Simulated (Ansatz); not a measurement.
# C8H10O: the cost of one run

Method: the settings change from run to run; program: Ansatz 0.2.0, Gaussian basis.

## (1) The molecule

The structure was relaxed beforehand with PBE0-D4 in a triple-zeta def2 set.

SMILES `Cc1cc(C)cc(O)c1`, 19 atoms, charge 0, spin multiplicity 1.

Atoms are counted from 1 here; the program's logs count them from 0.

Bond lengths: C1–C2 1.499 Å, C1–H10 1.093 Å, C1–H11 1.094 Å, C1–H12 1.091 Å, C2–C3 1.387 Å, C2–C9 1.392 Å, C3–C4 1.394 Å, C3–H13 1.085 Å, C4–C5 1.499 Å, C4–C6 1.386 Å, C5–H14 1.092 Å, C5–H15 1.095 Å, C5–H16 1.091 Å, C6–C7 1.390 Å, C6–H17 1.084 Å, C7–O8 1.357 Å, C7–C9 1.386 Å, O8–H18 0.961 Å and more. Angles: C2–C1–H10 111.2°, C2–C1–H11 111.1°, C2–C1–H12 111.2°, H10–C1–H11 107.2°, H10–C1–H12 108.0°, H11–C1–H12 107.9°, C1–C2–C3 121.0°, C1–C2–C9 120.1°, C3–C2–C9 118.9°, C2–C3–C4 121.3°, C2–C3–H13 119.3°, C4–C3–H13 119.4°, C3–C4–C5 120.4°, C3–C4–C6 119.1°, C5–C4–C6 120.5°, C4–C5–H14 111.3°, C4–C5–H15 110.7°, C4–C5–H16 111.4° and more.

## (2) PBE-QIDH/6-31G

Set apart from the defaults: a point charge of 0.50 e beside it.

Contents of in.yaml:

```yaml
crystal:
  periodic: [false, false, false]
  atoms:
    - {symbol: C, position_ang: [2.235616, -1.307595, -0.748596]}
    - {symbol: C, position_ang: [0.984335, -0.682169, -0.211150]}
    - {symbol: C, position_ang: [0.395831, 0.401042, -0.847100]}
    - {symbol: C, position_ang: [-0.763588, 0.992246, -0.347292]}
    - {symbol: C, position_ang: [-1.400371, 2.141071, -1.068559]}
    - {symbol: C, position_ang: [-1.333079, 0.487320, 0.810489]}
    - {symbol: C, position_ang: [-0.753011, -0.598266, 1.455584]}
    - {symbol: O, position_ang: [-1.356711, -1.047597, 2.585316]}
    - {symbol: C, position_ang: [0.398063, -1.181048, 0.948770]}
    - {symbol: H, position_ang: [2.098892, -2.377779, -0.925555]}
    - {symbol: H, position_ang: [3.064547, -1.199691, -0.043206]}
    - {symbol: H, position_ang: [2.534905, -0.845641, -1.690147]}
    - {symbol: H, position_ang: [0.848675, 0.797294, -1.750532]}
    - {symbol: H, position_ang: [-0.648269, 2.797564, -1.510764]}
    - {symbol: H, position_ang: [-2.038336, 1.782208, -1.882338]}
    - {symbol: H, position_ang: [-2.024346, 2.735649, -0.399423]}
    - {symbol: H, position_ang: [-2.231326, 0.926074, 1.229744]}
    - {symbol: H, position_ang: [-0.858563, -1.792467, 2.932670]}
    - {symbol: H, position_ang: [0.846723, -2.028216, 1.462090]}
basis:
  gaussian: {orbitals: 6-31G, point_charges: [{charge: 0.50, position_ang: [6.434, 0.909, 0.864]}]}
hamiltonian: {xc: {name: PBE-QIDH}}
output: {forces: true}
```

On the command line:

```
> ansatz run in.yaml --threads 2 --pin off --events-out ev --progress --plain --max-ram 22528MiB --backend cpu
```

What time and memory should one allow on 2 threads of AMD EPYC 7R13, shared host?

About 11 s, with a peak of 0.36 GiB.
